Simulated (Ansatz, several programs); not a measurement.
In₄Bi₃P, ordered on the zincblende lattice (I-42m) with 8 atoms a cell, relaxed with PBE in Ansatz (plane waves, PAW): the symmetry is I-42m (No. 121, tetragonal); conventional cell a = 6.625 Å, c = 13.204 Å, 36.22 Å³ an atom. P is surrounded by 4 In at 2.63 Å; In is surrounded by 1 P at 2.63 Å and 3 Bi at 2.94–2.99 Å; Bi is surrounded by 4 In at 2.94 Å; Bi is surrounded by 4 In at 2.99 Å. The cell was then scaled with its shape and fractional coordinates held, which makes it stiffer than a relaxed compression. Note: simulated data, non-magnetic, for a generated structure that need not be the stable one.

```
V (Å³/atom)  E (meV/atom)
     34.046         16.21
     35.133          3.82
     36.219          0.00
     38.393         12.77
```

Q: Pass a cubic E = c₀ + c₁u + c₂u² + c₃u³, with u = V − 35.948 Å³, through these points.

A: c₀ = 0.22, c₁ = -1.684, c₂ = 3.207, c₃ = -0.1716 (meV and Å³).

Q: Where is the minimum, and what bulk modulus follows?

A: dE/du = 0 at u = +0.268, so V₀ = 36.22 Å³. B = V₀ d²E/dV² = 36.22 × (2c₂ + 6c₃u) = 36.22 × 6.138 = 222 meV/Å³, and 1 meV/Å³ is 0.16022 GPa: 36 GPa. A third-order Birch-Murnaghan fit to all five points gives 36.22 Å³ and 35 GPa.

Q: Predict the energy and the pressure at the withheld volume, 37.306 Å³.

A: With u = +1.358: E ≈ 3.42 meV and P = −dE/dV ≈ -0.97 GPa. The run gives 3.37 meV and, from its stress, -0.97 GPa.
